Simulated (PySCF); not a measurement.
# BiF6 (Bi(F)6-): the cost of one run

The runs use PySCF 2.14.0; TPSS, Bi def2-SVP with ECP60, F def2-SVP; scalar-relativistic core potentials, no spin–orbit coupling.

5 further runs of the same task are left out: 2 for a known fault of the program, 1 that didn't finish, 2 set aside as unsound or not needed.

**1. Starting geometry**

7 atoms, charge -1, spin multiplicity 1.

Bond lengths: Bi1–F2 2.056 Å, Bi1–F3 2.056 Å, Bi1–F4 2.056 Å, Bi1–F5 2.056 Å, Bi1–F6 2.056 Å, Bi1–F7 2.056 Å. Angles: F2–Bi1–F3 89.8°, F2–Bi1–F4 90.1°, F2–Bi1–F5 89.8°, F2–Bi1–F6 179.8°, F2–Bi1–F7 90.3°, F3–Bi1–F4 89.5°, F3–Bi1–F5 90.3°, F3–Bi1–F6 90.4°, F3–Bi1–F7 179.9°, F4–Bi1–F5 179.8°, F4–Bi1–F6 90.0°, F4–Bi1–F7 90.4°, F5–Bi1–F6 90.1°, F5–Bi1–F7 89.8°, F6–Bi1–F7 89.5°.

As a file:

```xyz
7
charge -1, multiplicity 1
Bi    0.0062    0.0000    0.0000
F     1.4588   -0.8411    1.1873
F     0.0113    1.6744    1.1939
F    -1.4514   -0.8235    1.1932
F     1.4660    0.8284   -1.1873
F    -1.4442    0.8360   -1.1932
F    -0.0031   -1.6744   -1.1939
```

Formal oxidation states: Bi +5. An earlier session relaxed this geometry at TPSS, Bi def2-SVP with ECP60, F def2-SVP (singlet, point group Oh).

Its energy there is -813.305297 Eh.

**2. Multiplicity 3 at the relaxed geometry**

Input file run.py (the lines that set the calculation):

```python
mol = gto.M(atom='''
Bi     0.00621    -0.00003     0.00000
F      1.45876    -0.84106     1.18731
F      0.01134     1.67437     1.19389
F     -1.45141    -0.82349     1.19322
F      1.46601     0.82839    -1.18728
F     -1.44420     0.83603    -1.19324
F     -0.00314    -1.67440    -1.19389''',
    basis={'Bi': 'def2-SVP', 'F': 'def2-SVP'},
    ecp={'Bi': 'def2-SVP'},
    charge=-1, spin=2)
mf = dft.UKS(mol, xc='TPSS')
mf.grids.atom_grid = (50, 194)
mf = mf.density_fit()  # fitting sets: Bi def2-universal-JKFIT, F def2-universal-JKFIT
mf.conv_tol = 1e-08; mf.max_cycle = 55
mf.kernel(dm0)  # dm0: free metal ions and neutral atoms
```

Run with:

```bash
$ OMP_NUM_THREADS=2 python run.py
```

**Question.** How long does this run take on 2 threads of Arm Neoverse V2, shared host?

About 12 s.
